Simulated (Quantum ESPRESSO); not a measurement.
SiTe: zone-centre phonons under several settings

```xyz
4
Lattice="5.4236 0.0000 0.0000 0.0000 3.2636 0.0000 0.0000 0.0000 5.7184" Properties=species:S:1:pos:R:3 pbc="T T T"
Si    1.3559    1.6318    3.9959
Si    4.0677    1.6318    1.7225
Te    1.3559    0.0000    1.0740
Te    4.0677    0.0000    4.6444
```

The cell was built by a generator and needn't be a form met in nature.

All runs used Quantum ESPRESSO 7.5; potentials GBRV 1.5 LDA; k mesh 2 × 4 × 2, shifted; no spin polarisation; cutoff 612 eV; occupations fermi-dirac, width 0.05 eV.

```tsv
level	geometry	volume (Å³/atom)	pressure (GPa)	lowest optical mode without the field (cm⁻¹)	highest optical mode without the field (cm⁻¹)
LDA	relaxed at 0 GPa	20.86	0.0	163i	171
LDA	relaxed at 10 GPa	18.81	10.0	149i	222
LDA	relaxed at 25 GPa	17.00	25.0	119i	292
LDA	relaxed at 50 GPa	15.19	50.0	32	372
LDA	relaxed at 80 GPa	?	80.0	?	?
```

Q: What stands in the row left open?

A: Volume 13.83 Å³/atom; lowest optical mode without the field 62 cm⁻¹; highest optical mode without the field 442 cm⁻¹.

Values marked i are imaginary: the cell is unstable against those modes at that level, or the meshes are too thin.

Caveats: all runs use coarse meshes; the mesh is thin for the phonons of a metal; the volume moved by over 15 % at a fixed basis, so the end points are rough; the cell relaxed to another space group than the one typed; the cell is more than 3 GPa from zero pressure, which shifts response properties (some runs); some modes are imaginary (some runs).

For the row left open. Caveat: the k mesh is coarse (spacing up to 0.58 Å⁻¹), so the values aren't converged; the mesh is thin for the phonons of a metal; the volume moved by over 15 % at a fixed basis, so the end points are rough; the cell is more than 3 GPa from zero pressure, which shifts response properties; the cell relaxed to another space group than the one typed.
